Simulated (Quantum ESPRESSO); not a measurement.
Be4CN:

```
Be C N
1.0
     4.27461    0.00000    0.00000
    -2.13730    3.70192    0.00000
     0.00000    0.00000    3.32754
Be C N
4 1 1
Direct
  0.66667 0.33333 0.00000
  0.50105 0.00210 0.50000
  0.99790 0.49895 0.50000
  0.50105 0.49895 0.50000
  0.00000 0.00000 0.00000
  0.33333 0.66667 0.00000
```

The cell was built by a generator and needn't be a form met in nature.

| Item | Value |
| --- | --- |
| Program | Quantum ESPRESSO 7.5 |
| Task | relaxation of cell and atoms |
| Functional | PBE |
| Dispersion | D3(BJ) |
| Potentials or basis | GBRV 1.5 PBEsol |
| Cutoff | 612 eV |
| Density cutoff | 4898 eV |
| k mesh | 6 × 6 × 7 |
| Occupations | cold, width 0.136 eV |
| Spin | no spin polarisation |

At the start: pressure -9.1 GPa; volume 8.78 Å³/atom.

Problem. How do energy, volume and symmetry change on relaxing?

Solution. Over 18 steps the energy falls by 434.0 meV/atom and the volume is 8.85 Å³/atom (+0.9 %); space group P-6m2 (No. 187, to 0.05 Å).

Step by step:
| step | energy change (eV) | largest force (eV/Å) | pressure (GPa) | volume (Å³) |
| --- | --- | --- | --- | --- |
| 1 | 0.0000 | 0.3427 | -9.12 | 52.66 |
| 2 | -0.0286 | 0.2484 | -8.96 | 52.47 |
| 3 | -0.2807 | 0.5435 | -7.97 | 50.52 |
| 4 | -0.5082 | 1.2400 | -7.04 | 48.69 |
| 5 | -0.7045 | 1.8025 | -3.41 | 46.94 |
| 6 | -0.8666 | 2.1932 | 2.76 | 45.30 |
| 7 | -1.0022 | 2.2094 | 10.59 | 43.83 |
| 8 | -1.1853 | 1.5605 | 16.45 | 42.70 |
| 9 | -1.3653 | 0.1314 | 20.23 | 42.04 |
| 10 | -1.4456 | 0.5805 | 19.60 | 42.32 |
| 11 | -1.5836 | 1.8485 | 15.78 | 43.10 |
| 12 | -1.7118 | 1.8511 | 12.34 | 44.01 |
| 13 | -2.1096 | 1.4507 | 9.25 | 46.50 |
| 14 | -2.3775 | 1.2167 | 1.75 | 48.75 |
| 15 | -2.5500 | 0.4459 | 1.90 | 50.45 |
| 16 | -2.5977 | 0.1530 | 1.52 | 52.15 |
| 17 | -2.6020 | 0.1054 | 0.70 | 52.67 |
| 18 | -2.6040 | 0.0079 | -0.06 | 53.12 |

Final structure:
```
CELL_PARAMETERS angstrom
5.11775 0.00000 0.00000
-2.55888 4.43210 0.00000
0.00000 0.00000 2.34196
ATOMIC_POSITIONS crystal
Be 0.66667 0.33333 0.00000
Be 0.47090 0.94179 0.50000
Be 0.05821 0.52910 0.50000
Be 0.47090 0.52910 0.50000
C 0.00000 0.00000 0.00000
N 0.33333 0.66667 0.00000
```

Caveat: the potentials were made for another functional, which shifts forces and pressure; pairwise dispersion overbinds metals, which lowers pressure and volume.
